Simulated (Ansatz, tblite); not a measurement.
**Sn6H12 ring rod (Sn₄Ge₂H₁₂): charged states by level of theory**

Aim: the energy of removing and adding an electron for Sn6H12 ring rod (Sn₄Ge₂H₁₂), by energy differences, and how well orbital energies stand in for it.

Computed with Ansatz 0.2.0, Gaussian basis. Level: as each input shows.

The runs, in order: charge +1 doublet, at the geometry of the singlet (PBE0-D4/def2-TZVP, PBE-D4/def2-TZVP, B97M-V/def2-TZVP); charge -1 doublet, at the geometry of the singlet (PBE0-D4/def2-TZVP, PBE-D4/def2-TZVP, B97M-V/def2-TZVP); the starting singlet's energies come from earlier runs.

3 further runs of the same task are left out: 3 set aside as unsound or not needed. Runs told in other sessions of the task aren't counted.

### 1 The relaxed structure

The singlet was relaxed beforehand with PBE-D4/def2-SVP.

18 atoms, charge 0, spin multiplicity 1.

Atoms are counted from 1 here; the program's logs count them from 0.

Bond lengths: Ge1–Sn4 2.633 Å, Ge1–Ge6 2.446 Å, Ge1–H7 1.557 Å, Ge1–H8 1.556 Å, Sn2–Sn5 2.809 Å, Sn2–Ge6 2.632 Å, Sn2–H9 1.736 Å, Sn2–H10 1.735 Å, Sn3–Sn4 2.811 Å, Sn3–Sn5 2.810 Å, Sn3–H11 1.736 Å, Sn3–H12 1.735 Å, Sn4–H13 1.735 Å, Sn4–H14 1.736 Å, Sn5–H15 1.735 Å, Sn5–H16 1.736 Å, Ge6–H17 1.557 Å, Ge6–H18 1.558 Å. Angles: Sn4–Ge1–Ge6 111.4°, Sn4–Ge1–H7 109.8°, Sn4–Ge1–H8 109.2°, Ge6–Ge1–H7 110.5°, Ge6–Ge1–H8 108.6°, H7–Ge1–H8 107.4°, Sn5–Sn2–Ge6 108.9°, Sn5–Sn2–H9 111.6°, Sn5–Sn2–H10 109.5°, Ge6–Sn2–H9 110.9°, Ge6–Sn2–H10 108.4°, H9–Sn2–H10 107.5°, Sn4–Sn3–Sn5 109.8°, Sn4–Sn3–H11 110.5°, Sn4–Sn3–H12 109.3°, Sn5–Sn3–H11 111.1°, Sn5–Sn3–H12 108.9°, H11–Sn3–H12 107.1° and more.

Sn takes a core potential in the def2 sets. No spin-orbit coupling is included.

### 2 Charge +1 doublet at the fixed geometry, PBE0-D4/def2-TZVP

in.yaml

```yaml
crystal:
  periodic: [false, false, false]
  atoms:
    - {symbol: Ge, position_ang: [-0.642273, -0.848885, 2.255745]}
    - {symbol: Sn, position_ang: [2.334587, -0.849235, -0.657475]}
    - {symbol: Sn, position_ang: [-0.899350, 2.374309, -0.863974]}
    - {symbol: Sn, position_ang: [-2.291414, 0.717427, 0.929614]}
    - {symbol: Sn, position_ang: [0.897368, 0.837289, -2.383190]}
    - {symbol: Ge, position_ang: [0.630886, -2.287983, 0.741419]}
    - {symbol: H, position_ang: [-1.441520, -1.708119, 3.279805]}
    - {symbol: H, position_ang: [0.357857, 0.027088, 3.064876]}
    - {symbol: H, position_ang: [3.434944, -1.869574, -1.529617]}
    - {symbol: H, position_ang: [3.273489, 0.111622, 0.441027]}
    - {symbol: H, position_ang: [-2.010467, 3.229718, -1.887018]}
    - {symbol: H, position_ang: [-0.007067, 3.564337, 0.028692]}
    - {symbol: H, position_ang: [-3.399016, -0.275187, 0.036160]}
    - {symbol: H, position_ang: [-3.227895, 1.668779, 2.038829]}
    - {symbol: H, position_ang: [0.005199, -0.139492, -3.506098]}
    - {symbol: H, position_ang: [1.963020, 1.844079, -3.312967]}
    - {symbol: H, position_ang: [-0.356305, -3.005523, -0.226020]}
    - {symbol: H, position_ang: [1.377967, -3.390639, 1.550180]}
basis:
  gaussian: {orbitals: def2-TZVP}
total_charge: 1
magnetization: {spin_polarized: true, initial_magnetization: 1}
hamiltonian: {xc: pbe0, dispersion: d4}
scf: {omitted_lower_state_checks: [starts]}
output: {orbitals: {seedname: orbitals}}
```

Started as:

```sh
ansatz run in.yaml --threads 4 --pin off --events-out ev --progress --plain --max-ram 6963MiB
```

The log of the run:

```text
Functional definition: PBE0
  name "PBE0"
  cite "Adamo & Barone, J. Chem. Phys. 110, 6158 (1999) doi:10.1063/1.478522"
  cite "Perdew, Burke & Ernzerhof, Phys. Rev. Lett. 77, 3865 (1996) doi:10.1103/PhysRevLett.77.3865"
  parent pbe
  parameter a = 0.25
  parameter kappa = 0.804
  parameter beta = 0.06672455060314922
  exchange = (1 - a)*pbe_x(kappa = kappa, mu = beta*pi^2/3) + a*exact_x
  correlation = pbe_c(beta = beta)
these checks for a lower state are left out or cut short: starts
3174 factors; their error is unknown
the host lacks memory for fits, so the integrals are decomposed
3170 factors; integrals over basis functions are off by at most 8.2e-4 eV
mean field evaluation 1: about -136535.9710 eV, gradient 1.7e1 eV
mean field evaluation 2: about -136534.1792 eV, gradient 2.1e1 eV
mean field evaluation 4: about -136537.2253 eV, gradient 2.2e0 eV
mean field evaluation 8: about -136537.3561 eV, gradient 3.5e-1 eV
mean field evaluation 16: about -136537.3579 eV, gradient 2.4e-2 eV
mean field evaluation 32: about -136537.3579 eV, gradient 8.5e-5 eV
mean field -136537.35792364 eV, -5017.6553553486 hartree, gradient 1.1e-5 eV, S^2 0.758867; 0 other end points of the search recorded, 0 dependent functions left out
reference -136537.35798878 eV, -5017.6553577425 hartree; 82, 81 occupied and 286, 287 virtual orbitals, 3170 factors
Total energy: -136537.93053960 eV, -5017.6763985969 hartree
Checks for a lower state left out: starts
```

Wall time 44 s (4 threads of Intel Xeon Platinum 8488C, shared host); peak memory 3.1 GiB.

Report: HOMO -10.99 eV, LUMO -9.78 eV (over both spins); ⟨S²⟩ 0.759 (pure: 0.75).

### 3 Charge +1 doublet at the fixed geometry, PBE-D4/def2-TZVP

start.molden holds the orbitals of an earlier run on this state, given as this run's starting guess.

in.yaml: that of step 2 with these lines changed.

```diff
@@ -22,6 +22,6 @@
 basis:
-  gaussian: {orbitals: def2-TZVP}
+  gaussian: {orbitals: def2-TZVP, initial_orbitals: start.molden}
 total_charge: 1
 magnetization: {spin_polarized: true, initial_magnetization: 1}
-hamiltonian: {xc: pbe0, dispersion: d4}
+hamiltonian: {xc: pbe, dispersion: d4}
 scf: {omitted_lower_state_checks: [starts]}
```

The command is unchanged.

The log of the run:

```text
Functional definition: PBE
  name "PBE"
  cite "Perdew, Burke & Ernzerhof, Phys. Rev. Lett. 77, 3865 (1996) doi:10.1103/PhysRevLett.77.3865"
  parent pbe
  parameter kappa = 0.804
  parameter beta = 0.06672455060314922
  exchange = pbe_x(kappa = kappa, mu = beta*pi^2/3)
  correlation = pbe_c(beta = beta)
these checks for a lower state are left out or cut short: starts
2796 factors; their error is unknown
mean field evaluation 1: about -136532.8643 eV, gradient 1.0e1 eV
mean field evaluation 2: about -136533.1430 eV, gradient 3.8e-1 eV
mean field evaluation 4: about -136533.1058 eV, gradient 1.3e-1 eV
mean field evaluation 8: about -136533.1060 eV, gradient 5.2e-5 eV
mean field -136533.10598083 eV, -5017.4990993325 hartree, gradient 9.4e-6 eV, S^2 0.753393; 0 other end points of the search recorded, 0 dependent functions left out
reference -136533.10606931 eV, -5017.4991025839 hartree; 82, 81 occupied and 286, 287 virtual orbitals, 2796 factors
Total energy: -136533.74526448 eV, -5017.5225925733 hartree
Checks for a lower state left out: starts
```

It took 13 s on 4 threads of Intel Xeon Platinum 8488C, shared host; peak memory 1.2 GiB.

From the report: HOMO -10.23 eV, LUMO -10.13 eV (over both spins); ⟨S²⟩ 0.753 (pure: 0.75).

### 4 Charge +1 doublet at the fixed geometry, B97M-V/def2-TZVP

in.yaml: that of step 3 with these lines changed.

```diff
@@ -25,3 +25,3 @@
 magnetization: {spin_polarized: true, initial_magnetization: 1}
-hamiltonian: {xc: pbe, dispersion: d4}
+hamiltonian: {xc: {name: B97M-V}}
 scf: {omitted_lower_state_checks: [starts]}
```

The command is unchanged.

The log of the run, shortened:

```text
Functional definition: B97M-V
  name "B97M-V"
  cite "Mardirossian & Head-Gordon, J. Chem. Phys. 142, 074111 (2015) doi:10.1063/1.4907719"
  cite "Becke, J. Chem. Phys. 107, 8554 (1997) doi:10.1063/1.475007"
  cite "Vydrov & Van Voorhis, J. Chem. Phys. 133, 244103 (2010) doi:10.1063/1.3521275"
  # Of w^i u^j: cxij and so on, Table III.
[...]
  gx(w, u) = cx00 + cx01*u + cx02*u^2 + (cx10 + cx11*u)*w
  gss(w, u) = css00 + css02*u^2 + css10*w + (css32*w^3 + css42*w^4)*u^2
  gos(w, u) = cos00 + cos01*u + cos03*u^3 + cos10*w + cos32*w^3*u^2
[...]
      + integral(e_c_pw_mod_opposite_spin*gos(b97_w_opposite, b97_u_opposite)) + vv10(b, c)
[...]
2796 factors; their error is unknown
[...]
mean field -136530.28492558 eV, -5017.3954274642 hartree, gradient 2.3e-5 eV, S^2 0.754388; 0 other end points of the search recorded, 0 dependent functions left out
reference -136530.28505464 eV, -5017.3954322068 hartree; 82, 81 occupied and 286, 287 virtual orbitals, 2796 factors
Total energy: -136530.28505464 eV, -5017.3954322068 hartree
Checks for a lower state left out: starts
```

Wall time 43 s (4 threads of Intel Xeon Platinum 8488C, shared host); peak memory 1.7 GiB.

Report: HOMO -10.51 eV, LUMO -10.31 eV (over both spins); ⟨S²⟩ 0.754 (pure: 0.75).

### 5 Vertical ionisation energy

Charged state less starting state, singlet to doublet; the starting state's energies are those of its earlier runs.

```csv
level,vertical ionisation energy (eV),time
PBE-D4/def2-TZVP,+8.25,18 s
B97M-V/def2-TZVP,+8.42,65 s
PBE0-D4/def2-TZVP,+8.49,61 s
```

Times add the two runs; a level without a time comes out of a correlated run.

Beside −ε(HOMO) of the starting state:

```csv
level,−ε(HOMO) (eV),by difference (eV),mismatch (eV)
PBE-D4/def2-TZVP,6.25,8.25,-1.99
B97M-V/def2-TZVP,6.52,8.42,-1.90
PBE0-D4/def2-TZVP,7.12,8.49,-1.37
```

### 6 Charge -1 doublet at the fixed geometry, PBE0-D4/def2-TZVP

in.yaml: that of step 4 with these lines changed.

```diff
@@ -22,6 +22,6 @@
 basis:
-  gaussian: {orbitals: def2-TZVP, initial_orbitals: start.molden}
-total_charge: 1
+  gaussian: {orbitals: def2-TZVP}
+total_charge: -1
 magnetization: {spin_polarized: true, initial_magnetization: 1}
-hamiltonian: {xc: {name: B97M-V}}
+hamiltonian: {xc: pbe0, dispersion: d4}
 scf: {omitted_lower_state_checks: [starts]}
```

The command is unchanged.

The log of the run, shortened:

```text
Functional definition: PBE0
  name "PBE0"
  cite "Adamo & Barone, J. Chem. Phys. 110, 6158 (1999) doi:10.1063/1.478522"
  cite "Perdew, Burke & Ernzerhof, Phys. Rev. Lett. 77, 3865 (1996) doi:10.1103/PhysRevLett.77.3865"
  parent pbe
[...]
3174 factors; their error is unknown
the host lacks memory for fits, so the integrals are decomposed
3170 factors; integrals over basis functions are off by at most 8.2e-4 eV
[...]
mean field -136545.96307070 eV, -5017.9715886703 hartree, gradient 1.1e-5 eV, S^2 0.754819; 0 other end points of the search recorded, 0 dependent functions left out
reference -136545.96314036 eV, -5017.9715912301 hartree; 83, 82 occupied and 285, 286 virtual orbitals, 3170 factors
Total energy: -136546.62268506 eV, -5017.9958290510 hartree
Checks for a lower state left out: starts
```

It took 40 s on 4 threads of Intel Xeon Platinum 8488C, shared host; peak memory 3.1 GiB.

From the report: HOMO 1.02 eV, LUMO 2.25 eV (over both spins); ⟨S²⟩ 0.755 (pure: 0.75). Doubts: highest occupied level lies above zero.

### 7 Charge -1 doublet at the fixed geometry, PBE-D4/def2-TZVP

in.yaml: that of step 6 with these lines changed.

```diff
@@ -22,6 +22,6 @@
 basis:
-  gaussian: {orbitals: def2-TZVP}
+  gaussian: {orbitals: def2-TZVP, initial_orbitals: start.molden}
 total_charge: -1
 magnetization: {spin_polarized: true, initial_magnetization: 1}
-hamiltonian: {xc: pbe0, dispersion: d4}
+hamiltonian: {xc: pbe, dispersion: d4}
 scf: {omitted_lower_state_checks: [starts]}
```

The command is unchanged.

The log of the run:

```text
Functional definition: PBE
  name "PBE"
  cite "Perdew, Burke & Ernzerhof, Phys. Rev. Lett. 77, 3865 (1996) doi:10.1103/PhysRevLett.77.3865"
  parent pbe
  parameter kappa = 0.804
  parameter beta = 0.06672455060314922
  exchange = pbe_x(kappa = kappa, mu = beta*pi^2/3)
  correlation = pbe_c(beta = beta)
these checks for a lower state are left out or cut short: starts
2796 factors; their error is unknown
mean field evaluation 1: about -136541.4682 eV, gradient 9.9e0 eV
mean field evaluation 2: about -136541.7438 eV, gradient 3.8e-1 eV
mean field evaluation 4: about -136541.7091 eV, gradient 6.4e-2 eV
mean field evaluation 8: about -136541.7091 eV, gradient 4.0e-5 eV
mean field -136541.70908257 eV, -5017.8152574900 hartree, gradient 2.3e-5 eV, S^2 0.751554; 0 other end points of the search recorded, 0 dependent functions left out
reference -136541.70917223 eV, -5017.8152607847 hartree; 83, 82 occupied and 285, 286 virtual orbitals, 2796 factors
Total energy: -136542.44568235 eV, -5017.8423270324 hartree
Checks for a lower state left out: starts
```

Wall time 13 s (4 threads of Intel Xeon Platinum 8488C, shared host); peak memory 1.1 GiB.

HOMO 1.30 eV, LUMO 1.53 eV (over both spins); ⟨S²⟩ 0.752 (pure: 0.75). Doubts: highest occupied level lies above zero.

### 8 Charge -1 doublet at the fixed geometry, B97M-V/def2-TZVP

in.yaml: that of step 7 with these lines changed.

```diff
@@ -25,3 +25,3 @@
 magnetization: {spin_polarized: true, initial_magnetization: 1}
-hamiltonian: {xc: pbe, dispersion: d4}
+hamiltonian: {xc: {name: B97M-V}}
 scf: {omitted_lower_state_checks: [starts]}
```

Same command.

The log of the run, shortened:

```text
Functional definition: B97M-V
  name "B97M-V"
  cite "Mardirossian & Head-Gordon, J. Chem. Phys. 142, 074111 (2015) doi:10.1063/1.4907719"
  cite "Becke, J. Chem. Phys. 107, 8554 (1997) doi:10.1063/1.475007"
  cite "Vydrov & Van Voorhis, J. Chem. Phys. 133, 244103 (2010) doi:10.1063/1.3521275"
  # Of w^i u^j: cxij and so on, Table III.
[...]
  gx(w, u) = cx00 + cx01*u + cx02*u^2 + (cx10 + cx11*u)*w
  gss(w, u) = css00 + css02*u^2 + css10*w + (css32*w^3 + css42*w^4)*u^2
  gos(w, u) = cos00 + cos01*u + cos03*u^3 + cos10*w + cos32*w^3*u^2
[...]
      + integral(e_c_pw_mod_opposite_spin*gos(b97_w_opposite, b97_u_opposite)) + vv10(b, c)
[...]
2796 factors; their error is unknown
[...]
mean field -136538.95834658 eV, -5017.7141698068 hartree, gradient 1.1e-5 eV, S^2 0.752402; 0 other end points of the search recorded, 0 dependent functions left out
reference -136538.95847886 eV, -5017.7141746679 hartree; 83, 82 occupied and 285, 286 virtual orbitals, 2796 factors
Total energy: -136538.95847886 eV, -5017.7141746679 hartree
Checks for a lower state left out: starts
```

Run time: 46 s. Hardware: 4 threads of Intel Xeon Platinum 8488C, shared host; peak memory 1.7 GiB.

From the report: HOMO 1.39 eV, LUMO 1.74 eV (over both spins); ⟨S²⟩ 0.752 (pure: 0.75). Doubts: highest occupied level lies above zero.

### 9 Vertical electron affinity

Starting state less charged state (positive: the electron is bound), singlet to doublet; the starting state's energies are those of its earlier runs.

```csv
level,vertical electron affinity (eV),time
PBE-D4/def2-TZVP,+0.45,18 s
B97M-V/def2-TZVP,+0.25,68 s
PBE0-D4/def2-TZVP,+0.21,57 s
```

Times add the two runs; a level without a time comes out of a correlated run.

Beside −ε(LUMO) of the starting state:

| level | −ε(LUMO) (eV) | by difference (eV) | mismatch (eV) |
| --- | --- | --- | --- |
| PBE-D4/def2-TZVP | 2.13 | 0.45 | +1.68 |
| B97M-V/def2-TZVP | 1.92 | 0.25 | +1.67 |
| PBE0-D4/def2-TZVP | 1.34 | 0.21 | +1.14 |

### 10 Results

| quantity | value |
| --- | --- |
| vertical ionisation energy, functionals in def2-TZVP | 8.25 (PBE-D4) to 8.49 eV (PBE0-D4) |
| vertical electron affinity, functionals in def2-TZVP | 0.21 (PBE0-D4) to 0.45 eV (PBE-D4) |

What this shows: The vertical ionisation energy spans 8.25 to 8.49 eV over the functionals. −ε(HOMO) misses the level's own difference by -1.37 eV at best (PBE0-D4) and -1.99 eV at worst (PBE-D4). The vertical electron affinity spans 0.21 to 0.45 eV over the functionals. The anion's highest level lies above zero where self-interaction lifts it, so diffuse functions weigh on these values. −ε(LUMO) misses the level's own difference by +1.14 eV at best (PBE0-D4) and +1.68 eV at worst (PBE-D4).

The anion's highest level is positive in at least one run, so there the basis alone may hold the extra electron.
